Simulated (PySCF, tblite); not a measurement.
**C₃H₉ClGeP radical: geometry, infrared bands and EPR parameters**

What infrared bands and EPR parameters should C₃H₉ClGeP radical (`C[CH](C)[Ge]([PH2])[Cl]`) show?

The runs use tblite 0.8.0 and PySCF 2.14.0, with density-fitted response routines of our own; the level of theory stands in each step. All values are computed, except where a source is named. Atoms count from 0, in the outputs and in this text.

## Step 1: The starting structure

15 atoms, charge 0, multiplicity 2; geometry from: force field or distance geometry start.

Bonds of the start (Å): C0–C1 1.51, C1–C2 1.53, C1–Ge3 1.95, Ge3–P4 2.25, Ge3–Cl5 2.16, C0–H6 1.11, C0–H7 1.13, C0–H8 1.11, C1–H9 1.10, C2–H10 1.11, C2–H11 1.13, C2–H12 1.13, P4–H13 1.45, P4–H14 1.47.

## Step 2: Geometry optimisation with GFN2-xTB

Job settings and geometry (Å):

```
{"job": {"kind": "relax", "xc": "GFN2-xTB", "basis": "xTB"}, "charge": 0, "multiplicity": 2}
C     -1.880300     0.486200    -0.140600
C     -0.561800    -0.094900    -0.602300
C     -0.522100    -1.566200    -0.167300
Ge     0.820900     0.824000     0.416200
P      2.643900     1.352600    -0.783400
Cl     1.241300    -0.407300     2.134800
H     -2.405400     0.988800    -0.979100
H     -1.674800     1.286200     0.627700
H     -2.537700    -0.278200     0.313200
H     -0.416700    -0.007400    -1.686100
H      0.433500    -2.033200    -0.468800
H     -1.386000    -2.136600    -0.623100
H     -0.614300    -1.564000     0.954900
H      3.754300     0.445600    -0.569600
H      3.100800     2.712500    -0.459700
```

On the command line:

```console
$ OMP_NUM_THREADS=1 python probes_run.py task.json out
```

The driver reads the jobs from task.json and runs them one after another.

**Question.** This job is followed by: GFN2-xTB harmonic vibrations, gas phase; UKS B3LYP, def2-TZVP-core on Ge, pcH-1 on C Cl H P, non-relativistic, mean-field spin-orbit, GIAO. Predict these results of the whole session: strongest single infrared mode (GFN2-xTB); zero-point energy (GFN2-xTB); g(iso) (B3LYP); ⟨S²⟩; largest a(iso) (averaged by class); surface potential, 1st and 99th percentile.

**Answer**, as computed:

| quantity | value |
| --- | --- |
| strongest single infrared mode (GFN2-xTB) | 2331 cm⁻¹, 132 km/mol |
| zero-point energy (GFN2-xTB) | 68.5 kcal/mol |
| g(iso) (B3LYP) | 2.01260 |
| ⟨S²⟩ | 0.754 (exact 0.75) |
| largest a(iso) (averaged by class) | 73Ge on Ge3, -199.2 MHz |
| surface potential, 1st and 99th percentile | -0.71 V and 1.12 V |

**Reading.** The optimisation took 185 steps and gained 1.451 eV; among the close pairs (by a distance rule), C1–Ge3 changed most, from 1.948 to 2.115 Å. No mode is imaginary among the 39: a minimum at this level. The strongest single mode, at 2331 cm⁻¹, moves mainly H13 and H14. GFN2-xTB is a fitted tight-binding method: band positions and strengths are rough. Its intensities can rank the bands wrongly. The largest share of the spin, 0.57 e, sits on Ge3. The isotropic g lies 10.3 ppt above the free-electron value. The hyperfine terms hold no scalar relativity, which the heavier nuclei need.
